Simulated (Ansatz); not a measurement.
# BSiGeH+ (quartet): wave-function methods side by side, cc-pVTZ

An exercise on one series of results from a longer session: the logs are not shown, and one member is left open.

Computed with Ansatz 0.2.0, Gaussian basis. Level: cc-pVTZ, core rule «outside noble gas», up to 20 orbitals frozen.

To be run: UHF; CCSD(T) on ROHF; CCSD(T) on UHF; BCCD(T) on ROHF; CCSDT(Q) on ROHF; CCSDT(Q) on UHF.

6 further runs of the same task are left out: 6 set aside as unsound or not needed.

## What is computed

The geometry is a PBE0/def2-TZVP stationary point (not a proven minimum) of the parent state, kept for this charge and spin. No spin-orbit coupling is included. The filled d shell of Ge may be among the frozen orbitals whatever the setting's name suggests; the logs give the count.

4 atoms, charge 1, spin multiplicity 4.

Atoms are counted from 1 here; the program's logs count them from 0.

Bond lengths: B1–Si2 1.918 Å, B1–Ge3 2.013 Å, Si2–Ge3 2.529 Å, Si2–H4 1.633 Å, Ge3–H4 1.770 Å. Angles: Si2–B1–Ge3 80.1°, B1–Si2–Ge3 51.6°, B1–Si2–H4 95.7°, Ge3–Si2–H4 44.1°, B1–Ge3–Si2 48.3°, B1–Ge3–H4 88.3°, Si2–Ge3–H4 40.0°, Si2–H4–Ge3 95.9°.

The first run:

Input file in.yaml:

```yaml
crystal:
  periodic: [false, false, false]
  atoms:
    - {symbol: B, position_ang: [0.000000, 1.332119, 0.648825]}
    - {symbol: Si, position_ang: [0.000000, -0.240648, 1.745819]}
    - {symbol: Ge, position_ang: [0.000000, -0.087114, -0.778595]}
    - {symbol: H, position_ang: [0.000000, -1.304472, 0.506468]}
basis:
  gaussian: {orbitals: cc-pVTZ}
total_charge: 1
magnetization: {spin_polarized: true, initial_magnetization: 3}
hamiltonian: {xc: hf}
output: {orbitals: {seedname: orbitals}}
```

Run with:

```sh
$ ansatz run in.yaml --threads 1 --pin off --events-out ev --progress --plain --max-ram 4096MiB --backend cpu
```

Steps of the session up to this table: UHF; CCSD(T) on ROHF; CCSD(T) on UHF; BCCD(T) on ROHF; CCSDT(Q) on ROHF; CCSDT(Q) on UHF.

One table of the session follows, with a row left open; its other results are not shown here.

```
   method  from UCCSDT(Q) (meV)
     ROHF               +7813.4
      UHF               +7641.8
     RMP2               +1473.5
     UMP2               +1523.0
    RCCSD                +521.9
    UCCSD                +513.7
 RCCSD(T)                 +88.6
 UCCSD(T)                 +88.2
  BCCD(T)                     ?
   RCCSDT                 +36.6
   UCCSDT                 +33.3
RCCSDT(Q)                  +3.9
UCCSDT(Q)                     0
```

Q: Estimate the row for BCCD(T) from the others.

The run gave: from UCCSDT(Q) (meV): +85.5. In the column «from UCCSDT(Q) (meV)» it lies between RCCSDT (+36.6) and UCCSD(T) (+88.2).

Caveats from the session: Restricted and unrestricted rows rest on different reference determinants; where their highest levels disagree by more than a few hundredths of an eV, they describe different states and don't form one ladder.
